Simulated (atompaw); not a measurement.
**Pseudopotential generation for V: PAW (atompaw), LDA (PW92)**

Do these settings give a usable potential? It is generated, then checked for scattering, ghosts and hardness.

Method: atompaw 4.2.0.5, LDA (PW92), scalar-relativistic.

### Step 1. The atom and the settings

Typed settings, in words:

```json
{"element": "vanadium (V, Z = 23)", "type": "PAW", "frozen core": "[Ar]", "valence charge": "5", "reference configuration": "3d3 4s1 4p0 (charge +1)", "partial waves": "4s (bound): rc 2.45 bohr; 4s channel at 1.4 Ry: rc 2.45 bohr; 4p (bound, empty): rc 2.45 bohr; 4p channel at 0.2 Ry: rc 2.45 bohr; 3d (bound): rc 1.40 bohr; 3d channel at 3.9 Ry: rc 2.45 bohr", "local potential": "troulliermartins scheme with l = 3 at 0 Ry, radius 1.65 bohr", "core correction": "smooth core density matched at 2.10 bohr", "augmentation charge": "sinc compensation charge, radius 2.15 bohr; PAW radius 2.45 bohr; waves and projectors: custom rrkj vanderbiltortho"}
```

The outer shells as boxes (Hund's rule for the drawing; the calculation is spin-unpolarised):

```
[Ar] core
3d [↑ ][↑ ][↑ ][  ][  ]
4s [↑ ]
4p [  ][  ][  ]
```

An earlier all-electron run gives the scale for the radii.

All-electron outer shells of the reference configuration (LDA (PW92), scalar-relativistic, ld1.x):

```json
{"shell": "3s", "level (eV)": "-77.51", "outermost node (bohr)": "0.38", "outermost maximum (bohr)": "0.82"}
{"shell": "3p", "level (eV)": "-51.64", "outermost node (bohr)": "0.35", "outermost maximum (bohr)": "0.84"}
{"shell": "3d", "level (eV)": "-12.92", "outermost node (bohr)": "–", "outermost maximum (bohr)": "0.88"}
{"shell": "4s", "level (eV)": "-11.16", "outermost node (bohr)": "1.17", "outermost maximum (bohr)": "2.59"}
{"shell": "4p", "level (eV)": "-7.01", "outermost node (bohr)": "1.29", "outermost maximum (bohr)": "3.16"}
```

### Step 2. The generation run

The input, V.input:

```
V 23
LDA-PW scalarrelativistic loggrid 1500 logderivrange -3 5 201
4 4 3 0 0 0
4 0 1
4 1 0
3 2 3
0 0 0
c
c
c
v
c
c
v
v
2
2.45 2.15 1.65 2.10
y
1.4
n
y
0.2
n
y
3.9
n
custom rrkj vanderbiltortho sinc
3 0 troulliermartins
2.45
2.45
2.45
2.45
1.40
2.45
PWSCFOUT
UPFDX 0.0125d0 UPFXMIN -7.d0 UPFZMESH 23.d0
END
```

Launch:

```bash
atompaw < V.input > V.log
```

Q: Predict the outcome of this session. Wanted: cutoffs for 10 and 1 mRy, occupied levels; bound ghosts; largest phase difference near zero energy, channels read; lowest eigenvalue of the overlap; share of valence orbitals outside the PAW sphere; UPF file.

The runs gave:

```
                                                quantity                           value
               cutoffs for 10 and 1 mRy, occupied levels                 50 Ry and 80 Ry
                                            bound ghosts  s at -67.77 eV, p at -36.48 eV
largest phase difference near zero energy, channels read                       0.001 rad
         lowest eigenvalue of the overlap (Bessel basis)                       0.423 (s)
        share of valence orbitals outside the PAW sphere        4s 68 %, 4p 84 %, 3d 9 %
                                                UPF file                         written
```

What this shows: A bound ghost (s, p) makes it unfit for use: electrons can fall into a state that the atom doesn't have. The potential is of middling hardness: the looser tolerance needs 50 Ry. The slowest occupied level is 3d: taken alone it needs 55 Ry to come within 1 mRy, against 12 Ry for 4s. Near zero energy the phases of the channels with partial waves agree within 0.001 rad. The pseudo curves have a pole with no partner nearby in the atom's: p at -2.65 Ry. All of this concerns the isolated atom, not yet a solid.
